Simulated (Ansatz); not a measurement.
# C₃H₉ClHf: small, medium and large basis sets

One table from this session's results is given with a row withheld; the runs are named, their logs left out.

Computed with Ansatz 0.2.0, Gaussian basis. Level: one geometry, several basis sets.

Levels to be run: PBE0-D4/def2-SVP; ωB97M-V/def2-SVP; PBE0-D4/def2-QZVPP; ωB97M-V/def2-QZVPP; the functionals' def2-TZVPP values are taken from earlier runs.

### Structure used throughout

An earlier PBE0-D4 in a triple-zeta def2 set relaxation fixed the geometry. Hf takes the def2 core potential; no spin-orbit term is included.

14 atoms, charge 0, spin multiplicity 1.

Atoms are counted from 1 here; the program's logs count them from 0.

Bond lengths: C1–Hf2 2.203 Å, C1–H6 1.098 Å, C1–H7 1.096 Å, C1–H8 1.098 Å, Hf2–C3 2.204 Å, Hf2–C4 2.204 Å, Hf2–Cl5 2.359 Å, C3–H9 1.097 Å, C3–H10 1.098 Å, C3–H11 1.097 Å, C4–H12 1.098 Å, C4–H13 1.097 Å, C4–H14 1.097 Å. Angles: Hf2–C1–H6 110.8°, Hf2–C1–H7 112.9°, Hf2–C1–H8 110.8°, H6–C1–H7 107.5°, H6–C1–H8 107.3°, H7–C1–H8 107.5°, C1–Hf2–C3 107.1°, C1–Hf2–C4 107.2°, C1–Hf2–Cl5 112.8°, C3–Hf2–C4 105.9°, C3–Hf2–Cl5 111.8°, C4–Hf2–Cl5 111.8°, Hf2–C3–H9 112.2°, Hf2–C3–H10 110.4°, Hf2–C3–H11 111.9°, H9–C3–H10 107.3°, H9–C3–H11 107.3°, H10–C3–H11 107.4° and more.

The first run:

Contents of in.yaml:

```yaml
crystal:
  periodic: [false, false, false]
  atoms:
    - {symbol: C, position_ang: [-1.635238, 1.190756, 0.407486]}
    - {symbol: Hf, position_ang: [0.204449, 0.371800, -0.485958]}
    - {symbol: C, position_ang: [1.687797, 0.193069, 1.134089]}
    - {symbol: C, position_ang: [-0.243981, -1.690084, -1.122073]}
    - {symbol: Cl, position_ang: [1.015045, 1.681278, -2.272866]}
    - {symbol: H, position_ang: [-1.491743, 1.393940, 1.476701]}
    - {symbol: H, position_ang: [-1.957995, 2.125732, -0.064588]}
    - {symbol: H, position_ang: [-2.462696, 0.474747, 0.319844]}
    - {symbol: H, position_ang: [1.925479, 1.163588, 1.586476]}
    - {symbol: H, position_ang: [1.306334, -0.455954, 1.933346]}
    - {symbol: H, position_ang: [2.630256, -0.242523, 0.780762]}
    - {symbol: H, position_ang: [-0.671346, -2.265635, -0.290667]}
    - {symbol: H, position_ang: [0.658481, -2.217269, -1.454740]}
    - {symbol: H, position_ang: [-0.964861, -1.723455, -1.947812]}
basis:
  gaussian: {orbitals: def2-SVP}
hamiltonian: {xc: pbe0, dispersion: d4}
output: {orbitals: {seedname: orbitals}}
```

On the command line:

```sh
$ ansatz run in.yaml --threads 4 --pin off --events-out ev --progress --plain --max-ram 11315MiB
```

Steps of the session up to this table: PBE0-D4 in def2-SVP; ωB97M-V in def2-SVP; PBE0-D4 in def2-QZVPP; ωB97M-V in def2-QZVPP.

One of the session's tables, all rows but one given; the rest of the session is left out.

It belongs to the step «Functionals by basis». 

| functional | basis | HOMO (eV) |
| --- | --- | --- |
| PBE0-D4 | def2-SVP | -7.68 |
| PBE0-D4 | def2-TZVPP | ? |
| PBE0-D4 | def2-QZVPP | -7.73 |
| ωB97M-V | def2-SVP | -9.97 |
| ωB97M-V | def2-TZVPP | -10.03 |
| ωB97M-V | def2-QZVPP | -10.04 |

Estimate the missing values for PBE0-D4, def2-TZVPP.

As computed: HOMO (eV): -7.72. In the column «HOMO (eV)» it lies between PBE0-D4, def2-QZVPP (-7.73) and PBE0-D4, def2-SVP (-7.68).
